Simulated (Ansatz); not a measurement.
# In2BiP: the cell at several levels of theory

How does the equilibrium cell of In2BiP, ordered on the zincblende lattice (I-42d) with 8 atoms a cell depend on the functional? It is relaxed with PBE and r2SCAN. This is a trial cell built on a prototype, not taken from a measured structure, and it needn't be the compound's ground state.

Program: Ansatz 0.2.0. PAW datasets, plane waves, zero pressure. (Calculated; spin-unpolarised; the phase may be known or hypothetical.)

**1. The cell**

This is the cell as the run starts from it, not yet at rest; its lengths are not the crystal's.

The symmetry is I-42d (No. 122, tetragonal); a = 6.156 Å, c = 12.313 Å in the conventional setting, 29.17 Å³ an atom. P has 4 In at 2.67 Å; In has 2 P at 2.67 Å and 2 Bi at 2.67 Å; Bi has 4 In at 2.67 Å.

The structure in full:

```xyz
8
Lattice="-3.0781 3.0781 6.1563 3.0781 -3.0781 6.1563 3.0781 3.0781 -6.1563" Properties=species:S:1:pos:R:3 pbc="T T T"
P     0.0000    0.0000    0.0000
In    1.5391    1.5391    4.6172
P     3.0781    0.0000    3.0781
In   -1.5391    1.5391    7.6954
Bi    0.0000    0.0000    6.1563
In    1.5391    1.5391   -1.5391
Bi    0.0000    3.0781    3.0781
In    1.5391   -1.5391    7.6954
```

**2. Relaxation with PBE**

File input.yaml:

```yaml
crystal:
  lattice:
    - [-3.0781429602, 3.0781429602, 6.1562859204]
    - [3.0781429602, -3.0781429602, 6.1562859204]
    - [3.0781429602, 3.0781429602, -6.1562859204]
  atoms:
    - { symbol: P, position: [0.0, 0.0, 0.0] }
    - { symbol: In, position: [0.625, 0.625, 0.5] }
    - { symbol: P, position: [0.25, 0.75, 0.5] }
    - { symbol: In, position: [0.875, 0.375, 0.0] }
    - { symbol: Bi, position: [0.5, 0.5, 0.0] }
    - { symbol: In, position: [0.125, 0.125, 0.5] }
    - { symbol: Bi, position: [0.75, 0.25, 0.5] }
    - { symbol: In, position: [0.375, 0.875, 0.0] }
kpoints:
  mp_grid: { grid: [6, 6, 6] }
hamiltonian:
  xc: pbe
scf:
  occupations: { method: fermi_dirac, width: 0.02 }
relax:
  f_tol: 0.005
  cell: {}
output:
  write_density: true
  write_potential: true
  elf: true
  volumetric_format: npy
```

On the command line:

```
> ansatz run input.yaml --threads 2 --pin off --max-ram 20275MiB --backend cpu --events-out ev --progress --plain --runs-dir out
```

After this run come: r2SCAN: cell and atoms.

Before running it: what results should come out? Wanted: for each run, a; c; volume; space group; SCF geometries.

The runs gave:

| level | a (Å) | c (Å) | volume (Å³/atom) | space group | SCF geometries |
| --- | --- | --- | --- | --- | --- |
| PBE | 6.421 | 12.619 | 32.519 | I-42d | 6 |
| r2SCAN | 6.342 | 12.500 | 31.424 | I-42d | 5 |

**Reading.** From the start to the first minimum the volume moved by +11.5 %. The volume runs from r2SCAN (least) to PBE (most), a spread of 3.5 %, or 1.1 % in length if all axes shared it alike.
